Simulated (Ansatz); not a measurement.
An input for Ansatz 0.2.0 (TmGa3Hg3As2N4):

The input input.yaml:

```yaml
crystal:
  lattice:
    - [3.36307, 0.0, 0.0]
    - [-0.02651, 8.24096, 0.0]
    - [-0.3139, -2.68718, 9.60858]
  atoms:
    - { symbol: Tm, position: [0.29569, 0.82459, 0.68871], spin: 2.0 }
    - { symbol: Ga, position: [0.28265, 0.21088, 0.5578] }
    - { symbol: Ga, position: [0.77338, 0.85541, 0.45033] }
    - { symbol: Ga, position: [0.77789, 0.45782, 0.49454] }
    - { symbol: Hg, position: [0.61098, 0.75306, 0.19135] }
    - { symbol: Hg, position: [0.27787, 0.25455, 0.19021] }
    - { symbol: Hg, position: [0.8092, 0.40538, 0.86598] }
    - { symbol: As, position: [0.29669, 0.15454, 0.9294] }
    - { symbol: As, position: [0.32387, 0.68842, 0.9374] }
    - { symbol: "N", position: [0.79019, 0.31802, 0.62838] }
    - { symbol: "N", position: [0.78462, 0.69664, 0.57457] }
    - { symbol: "N", position: [0.27821, 0.97297, 0.52953] }
    - { symbol: "N", position: [0.26913, 0.35128, 0.40607] }
hamiltonian:
  xc: pbe
  pseudopotentials: { kind: nc, source: spms }
magnetization:
  spin_polarized: true
kpoints:
  mp_grid: { grid: [8, 4, 3] }
scf:
  occupations: { method: fermi_dirac, width: 0.05 }
output:
  forces: true
  stress: true
  eigenvalues: true
```

Potentials or basis: SPMS NC.

Run with:

```sh
$ ansatz run input.yaml --threads 8 --pin off --max-ram 20480MiB --backend cpu --events-out ev --progress --plain --runs-dir out
```

What does the program do with it?

The run stopped without a result. It printed:

Output:

```text
Error: no pseudopotential record for Tm at <dir> Nothing was run.
  By this build's list the table `kind: nc`, `source: spms` of `hamiltonian.pseudopotentials` has no Tm in this build's library.
Fix: take Tm from another table that serves this run, or name a record of your own for Tm alone.
  `kind`, and `accuracy` or `source` (`level` with this project's own files alone, `core` of norm-conserving files with no table named), under `hamiltonian.pseudopotentials` apply to every element of the deck. For PBE this build's library has files of Tm, which may not all serve this run, under
    kind: nc       accuracy: lanthanide_3plus (`lanthanide_3plus` for 3+ ions alone)
    kind: paw      source: ansatz, or accuracy: standard or stringent (the limits of `source: ansatz`: that key's Limitations)
  To change Tm alone, name a record of the deck's `kind` under `hamiltonian.pseudopotentials.azcp`, as `Tm: <path>` (`python -m ansatz.pseudopotential add <file.upf> <file.azcp>` makes one from a UPF file).
  `python` is the interpreter of the environment that holds the engine's wheel, or a checkout's `.venv/bin/python`.
```
